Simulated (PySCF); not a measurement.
# C₆H₁₃B: electronic excitations

Wanted: the electronic excitations of C₆H₁₃B (`BCC(C)=C(C)C`), by calculation.

The runs use PySCF 2.14.0, with density-fitted response routines of our own; the level of theory stands in each step. All values are computed, except where a source is named. Atoms are numbered from 0 throughout.

### 1 The starting structure

20 atoms, charge 0, multiplicity 1; geometry from: GFN2-xTB.

Bonds of the start (Å): B0–C1 1.56, C1–C2 1.51, C2–C3 1.50, C2–C4 1.35, C4–C5 1.50, C4–C6 1.50, B0–H7 1.17, B0–H8 1.17, C1–H9 1.09, C1–H10 1.09, C3–H11 1.09, C3–H12 1.09, C3–H13 1.09, C5–H14 1.09, C5–H15 1.09, C5–H16 1.08, C6–H17 1.09, C6–H18 1.09, C6–H19 1.09.

### 2 TDDFT and polarisability: CAM-B3LYP/def2-SVPD

What the job is given:

```
{"job": {"kind": "uv", "xc": "CAM-B3LYP", "basis": "def2-SVPD", "nstates": 8, "ntriplets": 3}, "charge": 0, "multiplicity": 1}
B      1.385776    -0.182068     1.656625
C      1.844932    -0.115029     0.164499
C      0.453587     0.393933    -0.143362
C      0.292322     1.889307    -0.194237
C     -0.606060    -0.404845    -0.363488
C     -0.571441    -1.902387    -0.368446
C     -1.954114     0.180690    -0.683391
H      1.431089     0.776765     2.327840
H      0.967798    -1.177891     2.106364
H      2.588010     0.626563    -0.113201
H      2.069491    -1.046048    -0.346552
H      0.022708     2.208729    -1.202136
H     -0.495458     2.224810     0.479729
H      1.215094     2.388294     0.085903
H     -1.290216    -2.288410     0.354187
H     -0.864674    -2.272552    -1.352352
H      0.406536    -2.298775    -0.122501
H     -2.670590    -0.603009    -0.915056
H     -1.895152     0.857951    -1.535495
H     -2.334787     0.754650     0.162034
```

Level: TDDFT CAM-B3LYP/def2-SVPD, vertical, gas phase, core orbitals frozen in the response.

On the command line:

```bash
$ OMP_NUM_THREADS=1 python probes_run.py task.json out
```

One launch serves the whole session: the jobs run in the order shown.

Output:

```text
coarse grid: 15664 points
cycle   1  E = -260.8409472096  dE =  7.859e-01  |g| = 3.326e-01  |ddm| = 1.137e+01
cycle   2  E = -260.8607775967  dE = -1.983e-02  |g| = 2.366e-01  |ddm| = 1.635e+00
cycle   3  E = -260.8748923035  dE = -1.411e-02  |g| = 4.188e-02  |ddm| = 7.240e-01
cycle   4  E = -260.8752280961  dE = -3.358e-04  |g| = 2.659e-02  |ddm| = 1.667e-01
cycle   5  E = -260.8753987321  dE = -1.706e-04  |g| = 3.828e-03  |ddm| = 6.721e-02
cycle   6  E = -260.8754032578  dE = -4.526e-06  |g| = 1.062e-03  |ddm| = 1.472e-02
final grid: 148296 points
cycle   7  E = -260.9320664422  dE = -5.472e-05  |g| = 4.442e-03  |ddm| = 2.166e-01
cycle   8  E = -260.9320677928  dE = -1.351e-06  |g| = 3.955e-03  |ddm| = 3.253e-02
cycle   9  E = -260.9320719340  dE = -4.141e-06  |g| = 2.933e-04  |ddm| = 1.148e-02
cycle  10  E = -260.9320719495  dE = -1.548e-08  |g| = 2.353e-04  |ddm| = 1.946e-03
cycle  11  E = -260.9320719632  dE = -1.373e-08  |g| = 3.545e-05  |ddm| = 7.148e-04
cycle  12  E = -260.9320719636  dE = -3.529e-10  |g| = 1.805e-05  |ddm| = 1.480e-04
converged SCF energy = -260.9320719636

Static polarisability (au): isotropic 89.024, principal 72.404 87.067 107.602

Singlet excitations
state   eV       nm        f      main configurations
  1   5.2437    236.4   0.25420   H->L 0.93
  2   6.4018    193.7   0.01833   H->L+1 0.53, H-1->L 0.35
  3   6.4691    191.7   0.00325   H-2->L 0.43, H->L+1 0.27, H-1->L 0.23
  4   6.7323    184.2   0.06009   H-2->L 0.48, H-1->L 0.33, H->L+1 0.12
  5   7.0780    175.2   0.10153   H->L+2 0.56, H->L+3 0.18, H->L+5 0.12
  6   7.2878    170.1   0.00788   H->L+3 0.76, H->L+2 0.20
  7   7.4490    166.4   0.01459   H->L+4 0.83
  8   7.5861    163.4   0.05411   H->L+5 0.60, H->L+2 0.15

Triplet excitations (Tamm-Dancoff, eV): 3.4999 5.6322 5.8984
```

Wall time 47 s (1 thread of AMD EPYC 9R45, shared host); peak memory 1.2 GiB.

The orbitals next to the gap, with their largest atomic shares:

| orbital | eV | atoms |
| --- | --- | --- |
| HOMO−3 | -11.19 | C5 14 %, B0 11 %, C4 11 % |
| HOMO−2 | -10.34 | B0 32 %, H7 21 %, C1 16 % |
| HOMO−1 | -10.09 | C1 25 %, B0 18 %, C2 12 % |
| HOMO | -7.89 | C4 26 %, C2 25 %, C1 11 % |
| LUMO | 0.23 | B0 34 %, C4 20 %, C2 9 % |
| LUMO+1 | 1.22 | B0 19 %, C6 14 %, C5 9 % |
| LUMO+2 | 1.78 | B0 34 %, C6 9 %, C2 6 % |

With each of the 8 states as a Gaussian band of 0.4 eV half-width at 1/e, the curve within the window shown has maxima at 236 nm (ε 10,000), 176 nm (ε 6,300) L/(mol cm). Beyond the last state computed it falls off for lack of states. The curve at chosen wavelengths:

nm, ε (L/mol/cm) and a bar:
```
      157       1531 ###
      161       2975 #######
      166       4586 ############
      170       5581 ###############
      174       6194 #################
      179       6014 #################
      183       5183 ##############
      188       3790 ##########
      192       2699 ######
      196       1781 ###
      201        983 #
      205        693 
      209        805 
      214       1705 ###
      218       3138 ########
      222       5102 ##############
      227       7756 ######################
      231       9429 ###########################
      235      10245 ##############################
      240       9865 #############################
      244       8647 #########################
      249       6553 ##################
      253       4842 #############
      257       3355 ########
      262       1956 ####
      266       1199 ##
```

Leading natural transition orbitals of singlet state 1: the hole lies on C2, C4 about 22 % each; B0 14 %; C1 14 %; the particle on B0 35 %; C4 16 %; H7, H8 about 11 % each.

Further results of this job:

| property | computed |
| --- | --- |
| dipole moment (D) | 1.78 |
| polarisability (Å³) | 13.19 |
| HOMO–LUMO gap (eV) | 8.12 |
| −ε(HOMO) (eV) | 7.89 |

The fields below are evaluated on a grid from the run's orbitals.

Frontier orbitals at CAM-B3LYP/def2-SVPD, with the share of their density that lies nearest to each atom:

| orbital | energy (eV) | lies on |
| --- | --- | --- |
| HOMO | -7.89 | C2, C4 about 28 % each; B0 10 %; C1 7 % |
| LUMO | 0.23 | B0 31 %; C4 21 %; H7 12 % |

ELF in a plane through or near 7 of the atoms.

Values, 10 rows by 14 columns:
```
0.00 0.00 0.00 0.00 0.00 0.00 0.00 0.00 0.00 0.00 0.00 0.00 0.00 0.00
0.00 0.00 0.00 0.00 0.00 0.01 0.02 0.00 0.00 0.00 0.00 0.00 0.00 0.00
0.00 0.00 0.00 0.01 0.05 0.49 0.98 0.25 0.01 0.03 0.01 0.00 0.00 0.00
0.00 0.00 0.02 0.20 0.67 0.29 0.98 0.12 0.36 0.59 0.32 0.04 0.00 0.00
0.00 0.00 0.00 0.05 0.46 0.74 0.67 0.16 0.57 0.40 0.48 0.08 0.00 0.00
0.00 0.00 0.50 0.90 0.41 0.77 0.30 0.35 0.53 0.16 0.13 0.03 0.00 0.00
0.00 0.00 0.39 0.69 0.72 0.75 0.07 0.52 0.41 0.91 0.90 0.09 0.00 0.00
0.00 0.00 0.01 0.08 0.95 0.97 0.03 0.70 0.58 0.86 0.98 0.29 0.00 0.00
0.00 0.00 0.00 0.00 0.10 0.05 0.01 0.18 0.12 0.03 0.03 0.00 0.00 0.00
0.00 0.00 0.00 0.00 0.00 0.00 0.00 0.00 0.00 0.00 0.00 0.00 0.00 0.00
```
The map spans 10.8 Å across and 9.7 Å up, centred on the molecule. Atoms in the plane (x, y in Å): C2 (0.5, -0.2), C3 (1.0, -1.6), C4 (-0.8, 0.1), C5 (-1.4, 1.4), H13 (2.1, -1.7), H16 (-0.7, 2.2), H18 (-1.7, -1.8).

log10 of the density (e/Å³) in the same plane.

Ten even steps from '0' (-4.0) to '9' (1.7):
```
0000000000000000000000000000
0000000000011000000000000000
0000000012222211110000000000
0000011223344332222210000000
0000122344555443333321100000
0001233456677654454433210000
0001234567777555566543321000
0001234567876555677654321000
0001234566776666787654321000
0012344456677777776654321000
0012345566777789765544321000
0012455667766677765543320000
0012345677765567776654320000
0001234567754567877754320000
0001233456654567766654310000
0000122344433455554432210000
0000011223323344433321100000
0000000011111222222110000000
0000000000000111110000000000
0000000000000000000000000000
```
The map spans 10.8 Å across and 9.7 Å up, centred on the molecule. Atoms in the plane (x, y in Å): C2 (0.5, -0.2), C3 (1.0, -1.6), C4 (-0.8, 0.1), C5 (-1.4, 1.4), H13 (2.1, -1.7), H16 (-0.7, 2.2), H18 (-1.7, -1.8).

On the surface of density 0.002 e/bohr³ the electrostatic potential runs, from the 1st to the 99th percentile, from -0.63 to 0.75 V.

### 3 Results

| quantity | value |
| --- | --- |
| lowest singlet (CAM-B3LYP/def2-SVPD) | 5.24 eV (236 nm), f = 0.254 |
| lowest triplet | 3.50 eV |
| surface potential, 1st and 99th percentile | -0.63 V and 0.75 V |

**Reading.** The lowest singlet, at 5.24 eV, is HOMO→LUMO 0.93 and is bright. The lowest triplet lies 1.74 eV below the lowest singlet (triplets in Tamm-Dancoff, singlets in full TDDFT).
